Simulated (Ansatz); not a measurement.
# Ti2InC: the cost of one run

Method: DFT PBEsol, scalar-relativistic, plane waves, PAW, in Ansatz 0.2.0.

That is the level of the relaxation; later steps name their own.

**1. Starting point**

It takes space group P6_3/mmc (No. 194, hexagonal). Conventional cell: a = 3.136 Å, b = 3.136 Å, c = 14.131 Å, α = 90.00°, β = 90.00°, γ = 120.00°. Ti (site symmetry 3m) has 3 C at 2.13 Å as nearest neighbours. Around In (site symmetry -6m2) lie 6 Ti at 3.02 Å and 6 In at 3.14 Å. Around C (site symmetry -3m) lie 6 Ti at 2.13 Å.

As a file:

```xyz
8
Lattice="3.1356 0.0000 0.0000 -1.5678 2.7155 0.0000 0.0000 0.0000 14.1305" Properties=species:S:1:pos:R:3 pbc="T T T"
Ti    1.5678    0.9052    8.1782
Ti    1.5678    0.9052   13.0176
Ti    0.0000    1.8103    1.1129
Ti    0.0000    1.8103    5.9523
In    1.5678    0.9052    3.5326
In    0.0000    1.8103   10.5979
C     0.0000    0.0000    7.0653
C     0.0000    0.0000    0.0000
```

Source of the structure: the Materials Project (structure only).

(A quick probe on a coarse mesh, which set the mesh and smearing, is not shown.)

**3. Relaxing cell and atoms**

input.yaml

```yaml
crystal:
  lattice:
    - [3.1355898063, 0.0, 0.0]
    - [-1.5677949031, 2.7155004281, 0.0]
    - [0.0, 0.0, 14.13051323]
  atoms:
    - { symbol: Ti, position: [0.66666667, 0.33333333, 0.57876047] }
    - { symbol: Ti, position: [0.66666667, 0.33333333, 0.92123953] }
    - { symbol: Ti, position: [0.33333333, 0.66666667, 0.07876047] }
    - { symbol: Ti, position: [0.33333333, 0.66666667, 0.42123953] }
    - { symbol: In, position: [0.66666667, 0.33333333, 0.25] }
    - { symbol: In, position: [0.33333333, 0.66666667, 0.75] }
    - { symbol: C, position: [0.0, 0.0, 0.5] }
    - { symbol: C, position: [0.0, 0.0, 0.0] }
basis:
  ecutwfc: 420
kpoints:
  mp_grid: { grid: [15, 15, 4] }
hamiltonian:
  xc: pbesol
scf:
  occupations: { method: gaussian, width: 0.1 }
output:
  forces: true
  stress: true
  eigenvalues: true
  write_density: true
  write_potential: true
  elf: true
  volumetric_format: npy
relax:
  adjacent_minimum: "off"
  f_tol: 0.005
  max_steps: 80
  cell: { stress_tol: 0.05 }
```

Started as:

```sh
$ ansatz run input.yaml --threads 2 --pin off --max-ram 5120MiB --backend cpu --events-out ev --progress --plain --runs-dir out
```

**Question.** How long does this run take on 2 threads of AMD EPYC 9R45 (Zen 5), shared host, and how much memory does it need?

About 32 s, with a peak of 0.77 GiB.
